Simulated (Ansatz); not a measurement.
# Al7Zn3In6: the cost of one run

Program: Ansatz 0.2.0. Level of theory: DFT PBE, scalar-relativistic, plane waves, PAW. These are calculated values, not measurements.

### 1 Starting point

The cell holds 16 atoms (Al7In6Zn3): a = 7.510 Å, b = 7.510 Å, c = 7.510 Å, α = 109.47°, β = 109.47°, γ = 109.47°.

The sites of an ideal fcc lattice, at a guessed lattice constant, take 6 In, 3 Zn, 7 Al (sublattices apart by semicolons), with a shake of 0.02 Å. Warren-Cowley parameters of the first shell (negative: unlike neighbours preferred): Al-In -0.21, Al-Zn -0.02, In-Zn -0.18. In a cell this small the draw can fall short of the order aimed at.

Coordinates:

```xyz
16
Lattice="-4.3361 4.3361 -4.3361 4.3361 4.3361 4.3361 4.3361 -4.3361 -4.3361" Properties=species:S:1:pos:R:3 pbc="T T T"
Al    0.0237   -0.0169   -4.3569
Al    2.1684    2.1581   -4.3492
Al    2.1650   -0.0008   -2.1557
Al    2.1740    4.3340   -2.1753
Al    4.3251    4.3281   -4.3266
Al   -2.1703    4.3452   -2.1849
Al    4.3304    0.0032   -4.3286
Zn    6.5056    2.1648   -0.0032
Zn   -2.1545    2.1685   -4.3436
Zn    6.5003    0.0094   -2.1671
In    4.3316   -2.1650   -2.1687
In    4.3342    2.1811   -2.1606
In    4.3679   -0.0025   -0.0038
In    0.0001    2.1797   -2.1745
In    2.1981    2.2076    0.0057
In    0.0094    6.4925   -2.1367
```

### 2 Relaxing on a coarse mesh

Cell and atoms move without symmetry, on a coarse mesh with loose thresholds.

Input file input.yaml:

```yaml
crystal:
  lattice:
    - [-4.3360765, 4.3360765, -4.3360765]
    - [4.3360765, 4.3360765, 4.3360765]
    - [4.3360765, -4.3360765, -4.3360765]
  atoms:
    - { symbol: Al, position: [0.5004537888, 0.0007861077, 0.5051346913] }
    - { symbol: Al, position: [0.7503691319, 0.4988957223, 0.7515618009] }
    - { symbol: Al, position: [0.2484893308, 0.2495638371, 0.4982292311] }
    - { symbol: Al, position: [0.7506002898, 0.7504475451, 0.5015324067] }
    - { symbol: Al, position: [0.9979886891, 0.997810383, 0.9976376885] }
    - { symbol: Al, position: [0.7529898987, 0.250787156, 0.0016762418] }
    - { symbol: Al, position: [0.4995007803, 0.4997133622, 0.9984797254] }
    - { symbol: Zn, position: [0.2499884796, 0.9997965937, 0.7505373271] }
    - { symbol: Zn, position: [0.7509167194, 0.001612034, 0.2524252085] }
    - { symbol: Zn, position: [0.2509795002, 0.7506422752, 0.9994510309] }
    - { symbol: In, position: [0.0004280582, 0.2498258569, 0.7495592195] }
    - { symbol: In, position: [0.5006436624, 0.7512818725, 0.7489193819] }
    - { symbol: In, position: [0.0001433495, 0.5033812684, 0.5041051992] }
    - { symbol: In, position: [0.5020918333, 0.2513562528, 0.2507540855] }
    - { symbol: In, position: [0.2539112334, 0.5080275591, 0.25281289] }
    - { symbol: In, position: [0.9950446557, 0.7497469992, 0.2474644239] }
  symmetry: { detect: false }
basis:
  ecutwfc: 420
kpoints:
  mp_grid: { grid: [2, 2, 2], shift: [0.5, 0.5, 0.5] }
hamiltonian:
  xc: pbe
scf:
  occupations: { method: gaussian, width: 0.1 }
  lower_state_search: "off"
output:
  forces: true
  stress: true
  eigenvalues: true
relax:
  adjacent_minimum: "off"
  f_tol: 0.04
  max_steps: 50
  cell: { stress_tol: 0.3 }
```

Launch:

```
$ ansatz run input.yaml --threads 4 --pin off --max-ram 9216MiB --backend cpu --events-out ev --progress --plain --runs-dir out
```

**Question.** How long does this run take on 4 threads of AMD EPYC 9R45 (Zen 5), shared host, and how much memory does it need?

About 33 s, with a peak of 1 GiB.
